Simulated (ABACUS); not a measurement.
# DyAgB4F16 (P1) in ABACUS: a series of runs, part 2 of 2

ABACUS 3.10.1. Earlier steps stand in the parts before.

## 3. Single point, PBE (cell strained by +0.06 along c)

INPUT reads:

```
INPUT_PARAMETERS
suffix              DyAgB4F16
calculation         scf
basis_type          lcao
pseudo_dir          ./
orbital_dir         ./
symmetry            1
dft_functional      pbe
ecutwfc             100
pseudo_rcut         10
nspin               1
nbands              93
ks_solver           genelpa
smearing_method     fd
smearing_sigma      0.00367493
scf_thr             1e-07
scf_nmax            100
mixing_type         broyden
mixing_beta         0.7
cal_force           1
cal_stress          1
out_mul             1
```

STRU reads:

```
ATOMIC_SPECIES
Dy 162.5000 Dy.upf
Ag 107.8682 Ag.upf
B 10.8100 B.upf
F 18.9984 F.upf

NUMERICAL_ORBITAL
Dy_confined-atom_8au_3s2p2d1f.orb
Ag_confined-atom_7au_3s2p2d1f.orb
B_confined-atom_7au_2s2p1d.orb
F_confined-atom_6au_2s2p1d.orb

LATTICE_CONSTANT
1.8897261246

LATTICE_VECTORS
5.4062409078 -0.1227573044 -0.0144630507
0.1549175996 6.8806918649 0.2262483341
0.5613654000 1.3344234000 9.9862282000

ATOMIC_POSITIONS
Direct

Dy
0.0
1
0.5192600000 0.0275200000 0.4723800000 1 1 1

Ag
0.0
1
0.0030800000 0.9624700000 0.9868400000 1 1 1

B
0.0
4
0.9811900000 0.2151300000 0.3195900000 1 1 1
0.5517800000 0.2268800000 0.7993000000 1 1 1
0.4733700000 0.8134700000 0.2248100000 1 1 1
0.9948600000 0.7388200000 0.6627200000 1 1 1

F
0.0
16
0.1967400000 0.2406300000 0.3980900000 1 1 1
0.9178100000 0.0073000000 0.3501200000 1 1 1
0.0158600000 0.2805800000 0.1789600000 1 1 1
0.7716200000 0.3023900000 0.3844900000 1 1 1
0.4761400000 0.4101300000 0.8152200000 1 1 1
0.8073300000 0.1978500000 0.8115500000 1 1 1
0.4209300000 0.0742300000 0.8875400000 1 1 1
0.5016300000 0.1984200000 0.6473300000 1 1 1
0.2548100000 0.7542000000 0.1764500000 1 1 1
0.4671800000 0.0264000000 0.2292800000 1 1 1
0.4926700000 0.7381600000 0.3764800000 1 1 1
0.6804700000 0.7664400000 0.1483500000 1 1 1
0.0044300000 0.5747800000 0.6020000000 1 1 1
0.1981100000 0.8767200000 0.5992800000 1 1 1
0.0041900000 0.7167900000 0.8076400000 1 1 1
0.7665500000 0.8507100000 0.6215800000 1 1 1
```

KPT reads:

```
K_POINTS
0
Gamma
4 3 2 0 0 0
```

Potentials or basis: PseudoDojo NC SR 0.4.1 PBE standard, lanthanides 3+ (f in core), DZP LCAO (the cutoffs set its grid).

The run is started by

```bash
> OMP_NUM_THREADS=1 mpirun -np 8 abacus > log
```

running log:

```text
ABACUS v3.10.1

               Atomic-orbital Based Ab-initio Computation at UStc

 ------------------------------------------------------------------------------------

 READING GENERAL INFORMATION
                           global_out_dir = OUT.DyAgB4F16/
                           global_in_card = INPUT
                               pseudo_dir = ./
                              orbital_dir = ./
                                    DSIZE = 8
                                    GSIZE = 1

 READING UNITCELL INFORMATION
                                    ntype = 4
[... 1106 lines left out ...]
                        F4        -0.0957489872         0.0997572705        -0.1728093516
                        F5        -0.2451625569         0.4855043897        -0.2220442583
                        F6         0.4468385121        -0.1651466654        -0.1420783389
                        F7        -0.1515896217        -0.2154653156        -0.2263610858
                        F8         0.0838943872        -0.1497498828         0.2710383284
                        F9        -0.1970453780        -0.1166989316         0.2523885701
                       F10         0.0597422357         0.0478076163         0.2727646499
                       F11        -0.0561522154         0.1916537095        -0.7272328641
                       F12         0.1097668114        -0.0283640907         0.3565114804
                       F13         0.0323335220         0.0158040168         0.3893773427
                       F14         0.2417634600         0.1801877867         0.0614789704
                       F15        -0.1335236598        -0.0603175951        -1.7213689398
                       F16        -0.2506578059         0.1843646468         0.0070729993
------------------------------------------------------------------------------------------

----------------------------------------------------------------
 TOTAL-STRESS (KBAR)
----------------------------------------------------------------
        -3.7708684003        -1.3000978040        -3.6330744430
        -1.3000978040        -6.4966671952        -6.8937187169
        -3.6330744430        -6.8937187169       -62.4821903648
----------------------------------------------------------------
 TOTAL-PRESSURE: -24.249909 KBAR

 --------------------------------------------
 !FINAL_ETOT_IS -16476.1854921770354849 eV
 --------------------------------------------
```

stdout:

```text
ABACUS v3.10.1

               Atomic-orbital Based Ab-initio Computation at UStc

%%%%%%%%%%%%%%%%%%%%%%%%%%%%%%%%%%%%%%%%%%%%%%%%%%%%%%%%%%%%%%%%%%%%%%%%%%%%%%%%%%%%%%%%%%%%%%%%%%%%%%%%%
 Warning: the number of valence electrons in pseudopotential > 11 for Ag: [Kr] 4d10 5s1
[... 44 lines left out ...]
 TOTAL-STRESS (KBAR)
----------------------------------------------------------------
        -3.7708684003        -1.3000978040        -3.6330744430
        -1.3000978040        -6.4966671952        -6.8937187169
        -3.6330744430        -6.8937187169       -62.4821903648
----------------------------------------------------------------
 TOTAL-PRESSURE: -24.249909 KBAR
```

mulliken.txt:

```text
 0
CALCULATE THE MULLIkEN ANALYSIS FOR EACH ATOM
 Total charge:	154
Decomposed Mulliken populations
0                             Zeta of Dy              Spin 1
s                                      0              1.9909
s                                      1              0.0869
s                                      2              0.0373
[... 76 lines left out ...]
fx^3-3*xy^2                            0              0.0021
f3yx^2-y^3                             0              0.0029
SUM OVER M                                            0.0253
SUM OVER M+Zeta                                       0.0253

SUM OVER M+Zeta+L                                    18.2624

Total Charge on atom:                 Ag             18.2624
[... 315 lines left out ...]
pz                                     0              1.6767
px                                     0              1.9063
py                                     0              1
```

It took 28 s on 8 MPI ranks of Intel Xeon 6975P-C (Granite Rapids), shared host; peak memory 2.6 GiB.

Results:

```
Free energy            : -16476.1855 eV
Largest force          : 1.745 eV/Å
Band gap on the k mesh : 4.28 eV, indirect (least direct gap 4.31 eV)
Mulliken charges       : Dy +1.92; Ag +0.74; B +0.12, +0.11, +0.13, +0.14; F -0.20, -0.21, -0.17, -0.23, -0.12, -0.16, -0.19, -0.30, -0.15, -0.24, -0.28, -0.13 e
```

Forces on the atoms (eV/Å):
```
Dy   0.051 -0.075  0.142
Ag  -0.025 -0.011 -0.076
B    0.136  0.089 -1.078
B   -0.131 -0.427 -0.279
B    0.167  0.414  0.404
B    0.055 -0.085  0.983
F    0.050  0.010 -0.316
F   -0.076 -0.245  0.085
F   -0.071 -0.140  1.738
F   -0.096  0.100 -0.173
F   -0.245  0.486 -0.222
F    0.447 -0.165 -0.142
F   -0.152 -0.215 -0.226
F    0.084 -0.150  0.271
F   -0.197 -0.117  0.252
F    0.060  0.048  0.273
F   -0.056  0.192 -0.727
F    0.110 -0.028  0.357
F    0.032  0.016  0.389
F    0.242  0.180  0.061
F   -0.134 -0.060 -1.721
F   -0.251  0.184  0.007
```

Levels at points of the mesh, in eV from the valence-band top:
```
           k point  band 73  band 74  band 75  band 76  band 77  band 78  band 79  band 80  band 81  band 82
(0.00, 0.00, 0.00)    -0.50    -0.48    -0.44    -0.25    -0.03     4.28     4.96     5.62     5.77     6.68
(0.50, 0.00, 0.00)    -0.49    -0.48    -0.44    -0.25     0.00     4.73     4.98     5.65     5.79     6.75
(0.00, 0.00, 0.50)    -0.50    -0.48    -0.44    -0.25    -0.03     4.35     4.96     5.61     5.76     6.53
(0.50, 0.00, 0.50)    -0.49    -0.48    -0.44    -0.25     0.00     4.72     4.99     5.65     5.79     6.77
```

Caveat: the atomic orbitals were generated for these runs and aren't a published set; Mulliken charges move with the basis; spin-orbit coupling is left out, which moves the levels of the heavy elements; an odd mesh through Γ misses points on the zone boundary, where band edges often lie; the 4f electrons are frozen in the core as for a trivalent ion, so they carry no moment and show no levels; the basis of atomic orbitals isn't converged, which shifts pressures, moduli and gaps; forces of over 1 eV/Å show positions far from the minimum, so gaps and moduli don't describe the material at rest.

## 4. Single point, PBE

INPUT: that of step 3 with these lines changed.

```diff
@@ -11,3 +11,3 @@
 nspin               1
-nbands              93
+nbands              99
 ks_solver           genelpa
@@ -22 +22,2 @@
 out_mul             1
+out_chg             1
```

STRU reads:

```
ATOMIC_SPECIES
Dy 162.5000 Dy.upf
Ag 107.8682 Ag.upf
B 10.8100 B.upf
F 18.9984 F.upf

NUMERICAL_ORBITAL
Dy_confined-atom_8au_4s3p3d1f.orb
Ag_confined-atom_7au_4s3p3d1f.orb
B_confined-atom_7au_3s3p2d1f.orb
F_confined-atom_6au_3s3p2d1f.orb

LATTICE_CONSTANT
10.2175810923

LATTICE_VECTORS
0.9997186814 -0.0230778717 -0.0054744751
0.0279864045 1.2709918691 0.0300078914
0.0979468672 0.2328297960 1.7423941114

ATOMIC_POSITIONS
Cartesian

Dy
0.0
1
0.5661522495 0.1329784196 0.8210552716 1 1 1

Ag
0.0
1
0.1266730947 1.4529862203 1.7483290388 1 1 1

B
0.0
4
1.0182375275 0.3251947783 0.5579358315 1 1 1
0.6362632604 0.4617295831 1.3964830978 1 1 1
0.5180223679 1.0753318500 0.4135266873 1 1 1
1.0801683906 1.0703759236 1.1714435195 1 1 1

F
0.0
16
0.2424106903 0.3939856465 0.6997734225 1 1 1
0.9520492609 0.0696155074 0.6052415559 1 1 1
0.0412365350 0.3979161039 0.3201516392 1 1 1
0.8175253288 0.4560486122 0.6747829837 1 1 1
0.5673323621 0.7000911037 1.4301350474 1 1 1
0.8921287733 0.4217873040 1.4155572945 1 1 1
0.5098207779 0.2912773150 1.5463675846 1 1 1
0.5704458901 0.3913313657 1.1311119850 1 1 1
0.2931283882 0.9937844127 0.3286824417 1 1 1
0.4902446724 0.0761558808 0.3977307649 1 1 1
0.5500648837 1.0144813446 0.6754300505 1 1 1
0.7162588887 0.9929755090 0.2777581986 1 1 1
0.0794787934 0.8706020087 1.0661449390 1 1 1
0.2812881071 1.2492622744 1.0694059134 1 1 1
0.1033550040 1.0989802220 1.4287135986 1 1 1
0.8510244831 1.2082774950 1.1043688862 1 1 1
```

KPT is that of step 3.

Potentials or basis: PseudoDojo NC SR 0.4.1 PBE standard, lanthanides 3+ (f in core), TZDP LCAO (the cutoffs set its grid).

The run is started by

```bash
> OMP_NUM_THREADS=1 mpirun -np 8 abacus > log
```

It took 57 s on 8 MPI ranks of Intel Xeon 6975P-C (Granite Rapids), shared host; peak memory 3 GiB.

It converged, with:

* Free energy: -16479.7386 eV
* Largest force: 0.254 eV/Å
* Band gap on the k mesh: 4.17 eV, indirect (least direct gap 4.19 eV)
* Mulliken charges: Dy +2.70; Ag +0.84; B -0.01, -0.07, -0.02; F -0.20, -0.22, -0.28, -0.13, -0.14, -0.23, -0.26, -0.21, -0.25, -0.17 e

Forces in eV/Å, atoms in the order of the input:
```
Dy   0.007 -0.014 -0.027
Ag   0.003 -0.002  0.009
B   -0.007 -0.051  0.105
B    0.001 -0.069 -0.082
B    0.008  0.059  0.077
B   -0.015  0.124 -0.045
F    0.112  0.029  0.072
F   -0.034 -0.104  0.018
F    0.019  0.047 -0.231
F   -0.098  0.068  0.062
F   -0.073  0.235  0.035
F    0.176 -0.024  0.003
F   -0.091 -0.119  0.097
F   -0.020 -0.018 -0.065
F   -0.190 -0.057 -0.063
F   -0.004  0.110  0.005
F    0.018 -0.032  0.114
F    0.172 -0.062 -0.110
F    0.000 -0.218 -0.130
F    0.053  0.043 -0.029
F    0.024  0.016  0.205
F   -0.061  0.037 -0.019
```

Levels at points of the mesh, in eV from the valence-band top:
| k point | band 73 | band 74 | band 75 | band 76 | band 77 | band 78 | band 79 | band 80 | band 81 | band 82 |
| --- | --- | --- | --- | --- | --- | --- | --- | --- | --- | --- |
| (0.00, 0.00, 0.00) | -0.56 | -0.53 | -0.50 | -0.27 | -0.02 | 4.17 | 5.24 | 6.00 | 6.14 | 6.71 |
| (0.50, 0.00, 0.00) | -0.55 | -0.54 | -0.51 | -0.26 | 0.00 | 4.73 | 5.25 | 5.99 | 6.22 | 7.12 |
| (0.00, 0.00, 0.50) | -0.56 | -0.53 | -0.50 | -0.27 | -0.02 | 4.27 | 5.24 | 5.99 | 6.07 | 6.38 |
| (0.50, 0.00, 0.50) | -0.55 | -0.54 | -0.51 | -0.26 | 0.00 | 4.73 | 5.26 | 5.99 | 6.21 | 7.17 |

Caveat: the atomic orbitals were generated for these runs and aren't a published set; Mulliken charges move with the basis; spin-orbit coupling is left out, which moves the levels of the heavy elements; an odd mesh through Γ misses points on the zone boundary, where band edges often lie; the 4f electrons are frozen in the core as for a trivalent ion, so they carry no moment and show no levels; the basis of atomic orbitals isn't converged, which shifts pressures, moduli and gaps.

## 5. Overview

| potentials or basis | cell | gap on the mesh (eV) | largest force (eV/Å) |
| --- | --- | --- | --- |
| PseudoDojo NC SR 0.4.1 PBE standard, lanthanides 3+ (f in core), DZP LCAO (the cutoffs set its grid) | cell strained by +0.03 along c | 4.31 | 0.72 |
| PseudoDojo NC SR 0.4.1 PBE standard, lanthanides 3+ (f in core), DZP LCAO (the cutoffs set its grid) | cell strained by +0.06 along c | 4.28 | 1.74 |
| PseudoDojo NC SR 0.4.1 PBE standard, lanthanides 3+ (f in core), TZDP LCAO (the cutoffs set its grid) | as given | 4.17 | 0.25 |

Alike in all rows: task single point; level PBE; no spin polarisation; k mesh 4 × 3 × 2; cutoff (eV) 1361; smearing fermi-dirac 0.05 eV.

Caveats: the atomic orbitals were generated for these runs and aren't a published set; spin-orbit coupling is left out, which moves the levels of the heavy elements; an odd mesh through Γ misses points on the zone boundary, where band edges often lie; the 4f electrons are frozen in the core as for a trivalent ion, so they carry no moment and show no levels; the basis of atomic orbitals isn't converged, which shifts pressures, moduli and gaps; forces of over 1 eV/Å show positions far from the minimum, so gaps and moduli don't describe the material at rest (some runs).

Total energies depend on the potentials used, so only differences within one code and one set of settings carry meaning.
